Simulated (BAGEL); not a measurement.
# C2H5AlN2 (SMILES C#[C][Al]([NH2])[NH2]) at HF/STO-3G (density fitting with cc-pvqz-jkfit)

Aim: the vertical singlet–triplet gap of C2H5AlN2 at HF/STO-3G (density fitting with cc-pvqz-jkfit), from 2 runs. 

Program for the calculation: BAGEL 1.2.2.

## (1) The molecule

The species is C2H5AlN2 (10 atoms), meant as a singlet with charge 0. As SMILES, `C#[C][Al]([NH2])[NH2]`. Geometry: relaxed at PBE0-D4/def2-TZVP.

Bond lengths: C1–C2 1.210 Å, C2–Al3 1.908 Å, Al3–N4 1.763 Å, Al3–N5 1.763 Å, C1–H6 1.067 Å, N4–H7 1.006 Å, N4–H8 1.006 Å, N5–H9 1.006 Å, N5–H10 1.006 Å. Some angles: C1–C2–Al3 180.0°, C2–Al3–N4 118.9°, C2–Al3–N5 118.9°, N4–Al3–N5 122.2°, C2–C1–H6 180.0°, Al3–N4–H7 126.4°, Al3–N4–H8 123.3°, Al3–N5–H9 123.3°, Al3–N5–H10 126.4°, H7–N4–H8 110.4°.

## (2) A single-point energy at HF/STO-3G (density fitting with cc-pvqz-jkfit)

input.json

```json
{ "bagel" : [

{
  "title" : "molecule",
  "basis" : "sto-3g",
  "df_basis" : "cc-pvqz-jkfit",
  "angstrom" : "true",
  "geometry" : [
    { "atom" : "C", "xyz" : [   -2.368100,    1.221100,    0.873300 ] },
    { "atom" : "C", "xyz" : [   -1.345900,    0.693600,    0.497800 ] },
    { "atom" : "Al", "xyz" : [    0.265700,   -0.138000,   -0.094200 ] },
    { "atom" : "N", "xyz" : [    0.247600,   -1.861100,   -0.467000 ] },
    { "atom" : "N", "xyz" : [    1.722400,    0.842900,   -0.249900 ] },
    { "atom" : "H", "xyz" : [   -3.269100,    1.686000,    1.204200 ] },
    { "atom" : "H", "xyz" : [    1.027400,   -2.410800,   -0.785900 ] },
    { "atom" : "H", "xyz" : [   -0.574800,   -2.435200,   -0.383700 ] },
    { "atom" : "H", "xyz" : [    1.750000,    1.827100,   -0.041300 ] },
    { "atom" : "H", "xyz" : [    2.627700,    0.523400,   -0.550300 ] }
  ]
},
{ "title" : "hf" },
{ "title" : "print", "file" : "orbitals.molden", "orbitals" : "true" }

]}
```

Launch:

```sh
$ BAGEL_NUM_THREADS=1 BAGEL input.json > input.out
```

What it wrote:

```text
* using 1 threads per process

  ===============================================================
  ===============================================================

  *** Geometry ***

  { "atom" : "C", "xyz" : [     -4.475060,      2.307545,      1.650298 ] },
  { "atom" : "C", "xyz" : [     -2.543382,      1.310714,      0.940706 ] },
  { "atom" : "Al", "xyz" : [      0.502100,     -0.260782,     -0.178012 ] },
  { "atom" : "N", "xyz" : [      0.467896,     -3.516969,     -0.882502 ] },
  { "atom" : "N", "xyz" : [      3.254864,      1.592850,     -0.472243 ] },
  { "atom" : "H", "xyz" : [     -6.177704,      3.186078,      2.275608 ] },
  { "atom" : "H", "xyz" : [      1.941505,     -4.555752,     -1.485136 ] },
  { "atom" : "H", "xyz" : [     -1.086215,     -4.601861,     -0.725088 ] },
  { "atom" : "H", "xyz" : [      3.307021,      3.452719,     -0.078046 ] },
  { "atom" : "H", "xyz" : [      4.965633,      0.989083,     -1.039916 ] },

  Number of auxiliary basis functions:      827

  Since a DF basis is specified, we compute 2- and 3-index integrals:
    o Being stored without compression. Storage requirement is 0.008 GB

  Number of basis functions:       34
  Number of electrons      :       44

    * METHOD: MOLECULE                             0.70

  *** RHF ***

  === Nuclear Repulsion ===
   183.1072312595

      * DIIS with orbital gradients will be used.

  === RHF iteration (sto-3g) ===
      0       -424.14753175          0.01319273           0.06
      1       -424.21669581          0.00312783           0.05
      2       -424.22093118          0.00065634           0.06
      3       -424.22120011          0.00021472           0.06
      4       -424.22121145          0.00005162           0.05
      5       -424.22121276          0.00001889           0.05
      6       -424.22121313          0.00000882           0.05
      7       -424.22121324          0.00000216           0.05
      8       -424.22121324          0.00000036           0.05
      9       -424.22121324          0.00000011           0.05
     10       -424.22121324          0.00000005           0.05
     11       -424.22121324          0.00000002           0.06
     12       -424.22121324          0.00000000           0.05
    * SCF iteration converged.

    * Permanent dipole moment:
           (   -0.394914,     0.203852,     0.145255) a.u.

    * METHOD: HF                                   0.87

    * METHOD: PRINT                                0.00

  ===============================================================
```

It took 1.7 s on 1 thread of Arm Neoverse V1, shared host; peak memory 0.089 GiB.

## (3) The triplet at the same level

job.json

```json
{ "bagel" : [

{
  "title" : "molecule",
  "basis" : "sto-3g",
  "df_basis" : "cc-pvqz-jkfit",
  "angstrom" : "true",
  "geometry" : [
    { "atom" : "C", "xyz" : [      -2.368100,       1.221100,       0.873300 ] },
    { "atom" : "C", "xyz" : [      -1.345900,       0.693600,       0.497800 ] },
    { "atom" : "Al", "xyz" : [       0.265700,      -0.138000,      -0.094200 ] },
    { "atom" : "N", "xyz" : [       0.247600,      -1.861100,      -0.467000 ] },
    { "atom" : "N", "xyz" : [       1.722400,       0.842900,      -0.249900 ] },
    { "atom" : "H", "xyz" : [      -3.269100,       1.686000,       1.204200 ] },
    { "atom" : "H", "xyz" : [       1.027400,      -2.410800,      -0.785900 ] },
    { "atom" : "H", "xyz" : [      -0.574800,      -2.435200,      -0.383700 ] },
    { "atom" : "H", "xyz" : [       1.750000,       1.827100,      -0.041300 ] },
    { "atom" : "H", "xyz" : [       2.627700,       0.523400,      -0.550300 ] }
  ]
},

{ "title" : "uhf", "nopen" : 2 },

{ "title" : "print", "file" : "orbitals.molden", "orbitals" : "true" }

]}
```

Launch:

```sh
$ BAGEL_NUM_THREADS=1 BAGEL job.json > job.out
```

What it wrote:

```text
* using 1 threads per process

  ===============================================================
  ===============================================================

  *** Geometry ***

  { "atom" : "C", "xyz" : [     -4.475060,      2.307545,      1.650298 ] },
  { "atom" : "C", "xyz" : [     -2.543382,      1.310714,      0.940706 ] },
  { "atom" : "Al", "xyz" : [      0.502100,     -0.260782,     -0.178012 ] },
  { "atom" : "N", "xyz" : [      0.467896,     -3.516969,     -0.882502 ] },
  { "atom" : "N", "xyz" : [      3.254864,      1.592850,     -0.472243 ] },
  { "atom" : "H", "xyz" : [     -6.177704,      3.186078,      2.275608 ] },
  { "atom" : "H", "xyz" : [      1.941505,     -4.555752,     -1.485136 ] },
  { "atom" : "H", "xyz" : [     -1.086215,     -4.601861,     -0.725088 ] },
  { "atom" : "H", "xyz" : [      3.307021,      3.452719,     -0.078046 ] },
  { "atom" : "H", "xyz" : [      4.965633,      0.989083,     -1.039916 ] },

  Number of auxiliary basis functions:      827

  Since a DF basis is specified, we compute 2- and 3-index integrals:
    o Being stored without compression. Storage requirement is 0.008 GB

  Number of basis functions:       34
  Number of electrons      :       44

    * METHOD: MOLECULE                             0.73

  *** Open-shell HF ***

  === Nuclear Repulsion ===
   183.1072312595

      * DIIS with orbital gradients will be used.

  === UHF iteration (sto-3g) ===
      0       -423.74490670          0.02439526           0.11
      1       -423.77236403          0.03791609           0.11
      2       -423.97974048          0.01439701           0.11
      3       -424.00967439          0.00363232           0.11
      4       -424.01625393          0.00153713           0.11
      5       -424.01763347          0.00062387           0.11
      6       -424.01796443          0.00015863           0.11
      7       -424.01799960          0.00003847           0.11
      8       -424.01800477          0.00001219           0.10
      9       -424.01800857          0.00000321           0.12
     10       -424.01801127          0.00000166           0.11
     11       -424.01801284          0.00000163           0.10
     12       -424.01801489          0.00000157           0.11
     13       -424.01801883          0.00000129           0.10
     14       -424.01802353          0.00000030           0.10
     15       -424.01802357          0.00000008           0.11
     16       -424.01802358          0.00000003           0.11
     17       -424.01802358          0.00000001           0.11
     18       -424.01802358          0.00000000           0.10
    * SCF iteration converged.

    * S^2 (UHF) is 2.0204

    * Permanent dipole moment:
           (   -0.193512,     0.099931,     0.071284) a.u.

    * METHOD: UHF                                  2.18

    * METHOD: PRINT                                0.00

  ===============================================================
```

It took 3.3 s on 1 thread of Arm Neoverse V1, shared host; peak memory 0.088 GiB.

## (4) Results

At HF/STO-3G (density fitting with cc-pvqz-jkfit):

| quantity | value |
| --- | --- |
| singlet: total energy | -424.22121 Eh |
| singlet: dipole moment | 1.19 D |
| singlet: HOMO energy | -7.53 eV |
| singlet: LUMO energy | 9.15 eV |
| singlet: HOMO–LUMO gap | 16.68 eV |
| triplet: total energy | -424.01802 Eh |
| triplet: dipole moment | 0.58 D |
| triplet: ⟨S²⟩ | 2.020 |
| vertical energy of the triplet above the singlet | 5.529 eV |

**Reading.** At this shape the triplet lies 5.53 eV (533 kJ/mol) above the singlet. In a minimal basis such a difference can be off by several eV, whatever the method.
